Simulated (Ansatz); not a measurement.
# AlBGeH (quartet): from Hartree-Fock to the top rungs at distance Al1–H4 = 3.526 Å, cc-pVDZ

The task here is to estimate one member of a computed series from the others.

Computed with Ansatz 0.2.0, Gaussian basis. Level: cc-pVDZ, core rule «outside noble gas», up to 20 orbitals frozen.

To be run: UHF; CCSD(T) on ROHF; CCSD(T) on UHF; BCCD(T) on ROHF; CISD; CCSDT(Q) on ROHF; CCSDT(Q) on UHF; CASSCF and MRCISD+Q, 5 electrons in 5 orbitals; CASSCF and NEVPT2, 5 electrons in 5 orbitals.

20 further runs of the same task are left out: 2 for a mislabelled method, 14 that didn't finish, 4 set aside as unsound or not needed.

### The geometry

The geometry derives from a PBE0/def2-TZVP stationary point (not a proven minimum). One bond is set to the value named and the two fragments are kept rigid. No spin-orbit coupling is included. The filled d shell of Ge may be among the frozen orbitals whatever the setting's name suggests; the logs give the count.

4 atoms, charge 0, spin multiplicity 4.

Atoms are counted from 1 here; the program's logs count them from 0.

Bond lengths: Al1–Ge2 2.450 Å, Al1–B3 2.202 Å, Ge2–B3 2.069 Å. Angles: Ge2–Al1–B3 52.5°, Al1–Ge2–B3 57.6°, Al1–B3–Ge2 69.9°.

Set-up of the first run:

File in.yaml:

```yaml
crystal:
  periodic: [false, false, false]
  atoms:
    - {symbol: Al, position_ang: [0.000000, 0.223110, 1.688662]}
    - {symbol: Ge, position_ang: [0.000000, 0.138456, -0.759674]}
    - {symbol: B, position_ang: [0.000000, -1.568888, 0.409359]}
    - {symbol: H, position_ang: [0.000000, 0.877021, 5.153496]}
basis:
  gaussian: {orbitals: cc-pVDZ}
magnetization: {spin_polarized: true, initial_magnetization: 3}
hamiltonian: {xc: hf}
output: {orbitals: {seedname: orbitals}}
```

Started as:

```sh
ansatz run in.yaml --threads 1 --pin off --events-out ev --progress --plain --max-ram 2393MiB
```

Steps of the session up to this table: UHF; CCSD(T) on ROHF; CCSD(T) on UHF; BCCD(T) on ROHF; CISD; CCSDT(Q) on ROHF; CCSDT(Q) on UHF; CASSCF and MRCISD+Q, 5 electrons in 5 orbitals; CASSCF and NEVPT2, 5 electrons in 5 orbitals.

One table of the session follows, with a row left open; its other results are not shown here.

| method | from RCCSDT(Q) (meV) |
| --- | --- |
| ROHF | +6964.0 |
| RMP2 | +1174.2 |
| UMP2 | +1684.7 |
| CISD | +1278.6 |
| RCCSD | +613.8 |
| UCCSD | +614.7 |
| RCCSD(T) | +97.3 |
| UCCSD(T) | +151.5 |
| BCCD(T) | +94.5 |
| RCCSDT | +59.4 |
| UCCSDT | +60.9 |
| RCCSDT(Q) | 0 |
| UCCSDT(Q) | -6.5 |
| CASSCF pair | +6419.7 |
| NEVPT2 pair | ? |
| MRCISD pair | +1197.6 |
| MRCISD+Q pair | +348.4 |

**Question.** Estimate the row for NEVPT2 pair.

As computed: from RCCSDT(Q) (meV): +1224.1. In the column «from RCCSDT(Q) (meV)» it lies between MRCISD pair (+1197.6) and CISD (+1278.6).

Left out of the table: UHF (another determinant or state than the rows shown).

Caveats from the session: The determinant is far from a pure spin state, so its energy mixes those of several spin states (harmless only where they are near-degenerate, as at dissociation). Warnings: spin contamination; coupled cluster took another determinant than the lowest; large T1 diagnostic. Restricted and unrestricted rows rest on different reference determinants; where their highest levels disagree by more than a few hundredths of an eV, they describe different states and don't form one ladder.
